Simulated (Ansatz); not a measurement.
# ClFH3SiSn radical: geometry optimisation

Aim: relax ClFH3SiSn radical at this level.

Computed with Ansatz 0.2.0. Level: UKS CAM-B3LYP-D4/def2-SVP.

### 1 The starting structure

SMILES `[F][Sn]([SiH3])[Cl]`, 7 atoms, charge 0, spin multiplicity 2.

Atoms are counted from 1 here; the program's logs count them from 0.

Bond lengths: F1–Sn2 1.977 Å, Sn2–Si3 2.697 Å, Sn2–Cl4 2.406 Å, Si3–H5 1.502 Å, Si3–H6 1.502 Å, Si3–H7 1.503 Å. Angles: F1–Sn2–Si3 103.6°, F1–Sn2–Cl4 102.5°, Si3–Sn2–Cl4 101.6°, Sn2–Si3–H5 107.7°, Sn2–Si3–H6 108.5°, Sn2–Si3–H7 106.3°, H5–Si3–H6 111.5°, H5–Si3–H7 111.6°, H6–Si3–H7 110.9°.

Geometry (Å):

```
atom    x (Å)    y (Å)    z (Å)
  F1  -0.2216  -2.6086   0.7721
 Sn2  -1.2379  -0.9294   0.5352
 Si3   0.6805   0.9233   0.1343
 Cl4  -2.1422  -1.1784  -1.6801
  H5   1.5593   0.4368  -0.9826
  H6   1.4542   1.0938   1.4107
  H7  -0.0311   2.1945  -0.2354
```

### 2 Relaxation

input.yaml

```yaml
crystal:
  periodic: [false, false, false]
  atoms:
    - { symbol: F, position_ang: [-0.221596, -2.608614, 0.772135] }
    - { symbol: Sn, position_ang: [-1.237857, -0.929367, 0.535207] }
    - { symbol: Si, position_ang: [0.680523, 0.92326, 0.134318] }
    - { symbol: Cl, position_ang: [-2.142195, -1.178351, -1.680075] }
    - { symbol: H, position_ang: [1.559321, 0.436812, -0.982572] }
    - { symbol: H, position_ang: [1.4542, 1.093823, 1.410682] }
    - { symbol: H, position_ang: [-0.031096, 2.194537, -0.235395] }
magnetization:
  spin_polarized: true
  initial_magnetization: 1
basis:
  gaussian: { orbitals: def2-SVP }
hamiltonian:
  xc: { name: CAM-B3LYP }
  dispersion: d4
output:
  forces: true
relax:
  f_tol: 0.003
  max_steps: 120
```

Started as:

```sh
$ ansatz run input.yaml --threads 1 --pin off --max-ram 2560MiB --backend cpu --events-out ev --progress --plain --runs-dir out
```

**Question.** What will these runs give? Wanted: energy gained; root mean square move; dipole moment.

As calculated:

| quantity | value |
| --- | --- |
| energy gained | 0.0313 eV |
| root mean square move | 0.044 Å |
| dipole moment | 3.87 D |

In words: Bond lengths: F1–Sn2 1.946 Å, Sn2–Si3 2.658 Å, Sn2–Cl4 2.373 Å, Si3–H5 1.485 Å, Si3–H6 1.485 Å, Si3–H7 1.485 Å. Angles: F1–Sn2–Si3 104.2°, F1–Sn2–Cl4 101.8°, Si3–Sn2–Cl4 104.5°, Sn2–Si3–H5 108.1°, Sn2–Si3–H6 107.9°, Sn2–Si3–H7 106.5°, H5–Si3–H6 111.6°, H5–Si3–H7 111.6°, H6–Si3–H7 110.9°. No frequencies were computed here.
